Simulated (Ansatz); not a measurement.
# Sr2Hg: the cost of one run

Program: Ansatz 0.2.0. Level of theory: DFT PBE, scalar-relativistic, plane waves, PAW. These are calculated values, not measurements.

## Step 1: The starting structure

The structure is cubic, space group Fm-3m (No. 225). The conventional cell has a = 7.551 Å, b = 7.551 Å, c = 7.551 Å, α = 90.00°, β = 90.00°, γ = 90.00°. Sr (site symmetry -43m) is surrounded by 4 Hg at 3.27 Å. Hg (site symmetry m-3m) is surrounded by 8 Sr at 3.27 Å.

Structure file:

```cif
data_structure
_symmetry_space_group_name_H-M 'Fm-3m'
_symmetry_Int_Tables_number 225
_cell_length_a 7.5506
_cell_length_b 7.5506
_cell_length_c 7.5506
_cell_angle_alpha 90.000
_cell_angle_beta 90.000
_cell_angle_gamma 90.000
_cell_volume 430.47
loop_
_atom_site_label
_atom_site_type_symbol
_atom_site_symmetry_multiplicity
_atom_site_Wyckoff_symbol
_atom_site_fract_x
_atom_site_fract_y
_atom_site_fract_z
_atom_site_occupancy
Sr1 Sr 8 c 0.25000 0.75000 0.75000 1
Hg1 Hg 4 b 0.50000 0.00000 0.00000 1
```

The cell is invented: random cell by space group and Wyckoff sites (Fm-3m, No. 225). Its size is a rough estimate.

## Step 2: A first look at the guess

input.yaml

```yaml
crystal:
  lattice:
    - [0.0, 3.77529911, 3.77529911]
    - [3.77529911, 0.0, 3.77529911]
    - [3.77529911, 3.77529911, 0.0]
  atoms:
    - { symbol: Sr, position: [0.25, 0.25, 0.25] }
    - { symbol: Sr, position: [0.75, 0.75, 0.75] }
    - { symbol: Hg, position: [0.5, 0.5, 0.5] }
basis:
  ecutwfc: 420
kpoints:
  mp_grid: { grid: [4, 4, 4] }
hamiltonian:
  xc: pbe
scf:
  occupations: { method: gaussian, width: 0.1 }
  lower_state_search: "off"
output:
  forces: true
  stress: true
  eigenvalues: true
```

The run is started by

```
> ansatz run input.yaml --threads 1 --pin off --max-ram 2048MiB --backend cpu --events-out ev --progress --plain --runs-dir out
```

**Question.** How long does this run take on 1 thread of Arm Neoverse V2, shared host, and how much memory does it need?

About 1.2 s, with a peak of 0.31 GiB.
